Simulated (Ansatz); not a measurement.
# CH3F2SSi: the cost of one run

Computed with Ansatz 0.2.0, Gaussian basis. Level: one geometry, several basis sets.

Levels to be run: PBE0-D4/def2-SVP; ωB97M-V/def2-SVP; PBE0-D4/def2-QZVPP; ωB97M-V/def2-QZVPP; CCSD(T)/cc-pV(D+d)Z; CCSD(T)/cc-pV(T+d)Z; MP2/cc-pV(Q+d)Z; the functionals' def2-TZVPP values are taken from earlier runs.

### 1 The relaxed structure

The geometry comes from an earlier relaxation with PBE0-D4/def2-TZVP; it is a stationary point, not always the lowest conformer.

SMILES `C[Si](F)(F)[S]`, 8 atoms, charge 0, spin multiplicity 2.

Atoms are counted from 1 here; the program's logs count them from 0.

Bond lengths: C1–Si2 1.841 Å, C1–H6 1.094 Å, C1–H7 1.091 Å, C1–H8 1.091 Å, Si2–F3 1.588 Å, Si2–F4 1.588 Å, Si2–S5 2.113 Å. Angles: Si2–C1–H6 108.9°, Si2–C1–H7 111.1°, Si2–C1–H8 111.1°, H6–C1–H7 108.4°, H6–C1–H8 108.4°, H7–C1–H8 108.9°, C1–Si2–F3 110.8°, C1–Si2–F4 110.8°, C1–Si2–S5 110.0°, F3–Si2–F4 104.6°, F3–Si2–S5 110.3°, F4–Si2–S5 110.3°.

### 2 PBE0-D4 in def2-SVP

Contents of in.yaml:

```yaml
crystal:
  periodic: [false, false, false]
  atoms:
    - {symbol: C, position_ang: [-0.809840, -0.285894, 0.511221]}
    - {symbol: Si, position_ang: [0.703905, 0.141337, -0.445282]}
    - {symbol: F, position_ang: [1.990895, -0.514901, 0.214071]}
    - {symbol: F, position_ang: [0.641984, -0.479797, -1.905447]}
    - {symbol: S, position_ang: [0.923261, 2.240188, -0.550251]}
    - {symbol: H, position_ang: [-0.905560, -1.374654, 0.554106]}
    - {symbol: H, position_ang: [-0.749488, 0.095877, 1.531786]}
    - {symbol: H, position_ang: [-1.703057, 0.120744, 0.033996]}
basis:
  gaussian: {orbitals: def2-SVP}
magnetization: {spin_polarized: true, initial_magnetization: 1}
hamiltonian: {xc: pbe0, dispersion: d4}
output: {orbitals: {seedname: orbitals}}
```

On the command line:

```bash
$ ansatz run in.yaml --threads 2 --pin off --events-out ev --progress --plain --max-ram 22528MiB --backend cpu
```

What time and memory should one allow on 2 threads of AMD EPYC 7R13, shared host?

About 7.5 s, with a peak of 0.32 GiB.
